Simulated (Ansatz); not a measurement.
# WC: the cost of one run

Program: Ansatz 0.2.0. Level of theory: DFT PBEsol, scalar-relativistic, plane waves, PAW. These are calculated values, not measurements.

## (1) Starting point

Symmetry: P-6m2, No. 187, hexagonal system. Conventional cell: a = 2.901 Å, b = 2.901 Å, c = 2.829 Å, α = 90.00°, β = 90.00°, γ = 120.00°. W (site symmetry -6m2) is surrounded by 6 C at 2.19 Å. Around C (site symmetry -6m2) lie 6 W at 2.19 Å.

As a file:

```cif
data_structure
_symmetry_space_group_name_H-M 'P-6m2'
_symmetry_Int_Tables_number 187
_cell_length_a 2.9005
_cell_length_b 2.9005
_cell_length_c 2.8290
_cell_angle_alpha 90.000
_cell_angle_beta 90.000
_cell_angle_gamma 120.000
_cell_volume 20.61
loop_
_atom_site_label
_atom_site_type_symbol
_atom_site_symmetry_multiplicity
_atom_site_Wyckoff_symbol
_atom_site_fract_x
_atom_site_fract_y
_atom_site_fract_z
_atom_site_occupancy
W1 W 1 a 0.00000 0.00000 0.00000 1
C1 C 1 f 0.66667 0.33333 0.50000 1
```

Source of the structure: the Crystallography Open Database.

## (2) Probe: one point at the start

input.yaml

```yaml
crystal:
  lattice:
    - [2.900501436, 0.0, 0.0]
    - [-1.450250718, 2.5119079273, 0.0]
    - [0.0, 0.0, 2.829]
  atoms:
    - { symbol: W, position: [0.0, 0.0, 0.0] }
    - { symbol: C, position: [0.6666666667, 0.3333333333, 0.5] }
basis:
  ecutwfc: 420
kpoints:
  mp_grid: { grid: [6, 6, 6] }
hamiltonian:
  xc: pbesol
scf:
  occupations: { method: gaussian, width: 0.1 }
output:
  forces: true
  stress: true
  eigenvalues: true
```

The run is started by

```bash
> ansatz run input.yaml --threads 1 --pin off --max-ram 2560MiB --backend cpu --events-out ev --progress --plain --runs-dir out
```

What time and memory should one allow on 1 thread of Intel Xeon at 2.70GHz, shared host?

About 1.8 s, with a peak of 0.29 GiB.
